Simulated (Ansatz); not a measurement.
# Sn5PbS6: the cost of one run

Computed with Ansatz 0.2.0 (DFT PBE, scalar-relativistic, plane waves, PAW, unless a step's input says otherwise).

2 further runs of the same task are left out: 1 that didn't finish, 1 set aside as unsound or not needed.

### 1 The structure to begin with

Symmetry: P4/mmm, No. 123, tetragonal system. Conventional cell: a = 4.194 Å, b = 4.194 Å, c = 17.794 Å, α = 90.00°, β = 90.00°, γ = 90.00°. Around Sn (site symmetry 4mm) lie 6 S at 2.97 Å. Sn (site symmetry 4/mmm) has 6 S at 2.97 Å as nearest neighbours. Around Pb (site symmetry 4/mmm) lie 6 S at 2.97 Å. S (site symmetry 4mm) has 5 Sn at 2.97 Å and 1 Pb at 2.97 Å as nearest neighbours. S (site symmetry 4/mmm) has 4 Pb at 2.97 Å and 2 Sn at 2.97 Å as nearest neighbours. S (site symmetry 4mm) has 6 Sn at 2.97 Å as nearest neighbours. S (site symmetry 4/mmm) has 6 Sn at 2.97 Å as nearest neighbours.

Coordinates:

```xyz
12
Lattice="4.1941 0.0000 0.0000 0.0000 4.1941 0.0000 0.0000 0.0000 17.7939" Properties=species:S:1:pos:R:3 pbc="T T T"
Sn    0.0000    0.0000   11.8626
Sn    2.0970    2.0970   14.8283
Sn    2.0970    2.0970    2.9657
Sn    0.0000    0.0000    5.9313
Sn    2.0970    2.0970    8.8970
Pb    0.0000    0.0000    0.0000
S     0.0000    0.0000   14.8283
S     2.0970    2.0970    0.0000
S     0.0000    0.0000    2.9657
S     2.0970    2.0970    5.9313
S     0.0000    0.0000    8.8970
S     2.0970    2.0970   11.8626
```

The start is an ordering of an alloy on its end members' structure types: elements ordered on the sites of the PbS type, Pb/Sn on Pb (P4/mmm, No. 123).

### 2 A first look at the guess

The input, input.yaml:

```yaml
crystal:
  lattice:
    - [4.19406752, 0.0, 0.0]
    - [0.0, 4.19406752, 0.0]
    - [0.0, 0.0, 17.79392149]
  atoms:
    - { symbol: Sn, position: [0.0, 0.0, 0.66666667] }
    - { symbol: Sn, position: [0.5, 0.5, 0.83333333] }
    - { symbol: Sn, position: [0.5, 0.5, 0.16666667] }
    - { symbol: Sn, position: [0.0, 0.0, 0.33333333] }
    - { symbol: Sn, position: [0.5, 0.5, 0.5] }
    - { symbol: Pb, position: [0.0, 0.0, 0.0] }
    - { symbol: S, position: [0.0, 0.0, 0.83333333] }
    - { symbol: S, position: [0.5, 0.5, 0.0] }
    - { symbol: S, position: [0.0, 0.0, 0.16666667] }
    - { symbol: S, position: [0.5, 0.5, 0.33333333] }
    - { symbol: S, position: [0.0, 0.0, 0.5] }
    - { symbol: S, position: [0.5, 0.5, 0.66666667] }
basis:
  ecutwfc: 420
kpoints:
  mp_grid: { grid: [4, 4, 1] }
hamiltonian:
  xc: pbe
scf:
  occupations: { method: gaussian, width: 0.1 }
  lower_state_search: "off"
output:
  forces: true
  stress: true
  eigenvalues: true
```

Command:

```bash
$ ansatz run input.yaml --threads 1 --pin off --max-ram 2560MiB --backend cpu --events-out ev --progress --plain --runs-dir out
```

Q: Estimate wall time and peak memory on 1 thread of Intel Xeon at 2.50GHz (Skylake/Cascade Lake), shared host.

About 15 s, with a peak of 0.59 GiB.
